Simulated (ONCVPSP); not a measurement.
**Pseudopotential generation for Sc: ONCV, PBEsol**

Aim: build the potential from the settings below, then test how well it stands in for the atom: other configurations, scattering, ghost states and the plane-wave cutoff that it needs.

Program: ONCVPSP 4.0.1. Reference atom: PBEsol, scalar-relativistic, spherical and spin-unpolarised. All values are calculated.

**1. Starting point**

The settings as typed:

```json
{
  "element": "scandium (Sc, Z = 21)",
  "type": "optimised norm-conserving Vanderbilt (ONCV)",
  "frozen core": "[Ar]",
  "valence charge": "3",
  "reference configuration": "3d1 4s1 4p1",
  "partial waves": "4s: rc 2.70 bohr, ncon 3, nbas 7, qcut 2.9 1/bohr, 1 projector; 4p: rc 4.00 bohr, ncon 4, nbas 8, qcut 2.1 1/bohr, 1 projector; 3d: rc 1.55 bohr, ncon 3, nbas 8, qcut 10.8 1/bohr, local",
  "local potential": "the d channel",
  "core correction": "Teter function fitted to the true core (icmod 2), fcfact 0.65"
}
```

The outer shells as boxes (Hund's rule for the drawing; the calculation is spin-unpolarised):

```
[Ar] core
3d [↑ ][  ][  ][  ][  ]
4s [↑ ]
4p [↑ ][  ][  ]
```

An earlier all-electron run gives the scale for the radii.

All-electron outer shells of the reference configuration (PBEsol, scalar-relativistic, ld1.x):

| shell | level (eV) | outermost node (bohr) | outermost maximum (bohr) |
| --- | --- | --- | --- |
| 3s | -56.17 | 0.42 | 0.92 |
| 3p | -34.83 | 0.39 | 0.97 |
| 4s | -4.87 | 1.32 | 3.06 |
| 3d | -4.37 | – | 1.10 |
| 4p | -2.03 | 1.49 | 3.98 |

**2. The generation run**

Contents of Sc.dat:

```
# ATOM AND REFERENCE CONFIGURATION
# atsym  z   nc   nv     iexc    psfile
  Sc 21.00    5    3  -116133      upf
#
#   n    l    f
    1    0    2.00
    2    0    2.00
    2    1    6.00
    3    0    2.00
    3    1    6.00
    3    2    1.00
    4    0    1.00
    4    1    1.00
#
# PSEUDOPOTENTIAL AND OPTIMIZATION
# lmax
    2
#
#   l,   rc,      ep,       ncon, nbas, qcut
    0    2.70    0.00    3    7    2.90
    1    4.00    0.00    4    8    2.10
    2    1.55    0.00    3    8   10.80
#
# LOCAL POTENTIAL
# lloc, lpopt,  rc(5),   dvloc0
    2    5    1.55    0.00
#
# VANDERBILT-KLEINMAN-BYLANDER PROJECTORs
# l, nproj, debl
    0    1    2.60
    1    1    0.60
    2    0    3.00
#
# MODEL CORE CHARGE
# icmod, fcfact, rcfact
    2    0.65    0.65
#
# LOG DERIVATIVE ANALYSIS
# epsh1, epsh2, depsh
   -2.00    5.00    0.02
#
# OUTPUT GRID
# rlmax, drl
    6.00    0.01
#
# TEST CONFIGURATIONS
# ncnf
    4
# nvcnf
#   n    l    f
    3
    3    2    1.00
    4    0    2.00
    4    1    0.00
#
    3
    3    2    1.00
    4    0    1.00
    4    1    0.00
#
    3
    3    2    1.00
    4    0    0.00
    4    1    0.00
#
    3
    3    2    1.00
    4    0    0.00
    4    1    1.00
#
```

Started as:

```console
$ oncvpsp.x < Sc.dat > Sc.out
```

**Question.** What will these runs give? Wanted: cutoffs for 1 and 0.1 mHa per electron, occupied waves; bound ghosts; GHOST(+) flags; largest test error; largest phase difference near zero energy, channels read; rms error of d²Exc/dn², without and with the model core.

**Answer**, as computed:

| quantity | value |
| --- | --- |
| cutoffs for 1 and 0.1 mHa per electron, occupied waves | 37 Ha and 44 Ha |
| bound ghosts | s at -209.69 eV, p at -69.01 eV |
| GHOST(+) flags | none at low energy |
| largest test error (AE − PS) | -2.4 meV, for 3d1 4s1 4p0 (2 tests unsolved) |
| largest phase difference near zero energy, channels read | 0.054 rad |
| rms error of d²Exc/dn², without and with the model core | 25.70 and 6.20 mHa |

**Reading.** It has a bound ghost (s, p), a state that the atom doesn't have, and that rules the file out. The worst unpolarised test, 3d1 4s1 4p0, is off by 2.4 meV on 4.1 eV; by total energies transferability rates as very good where solved. Atomic tests can pass in spite of a ghost, since they solve only for the levels asked. Of the tests 2 gave no usable energy difference, which is a warning in itself. By its cutoff, 37 Ha for the looser tolerance, it is hard. At the looser tolerance the 3d wave is the slowest; 4s needs 2 Ha. Of the channels read, s scatters worst near zero energy, by up to 0.05 rad. These are tests on the free atom; a crystal test is still owed.
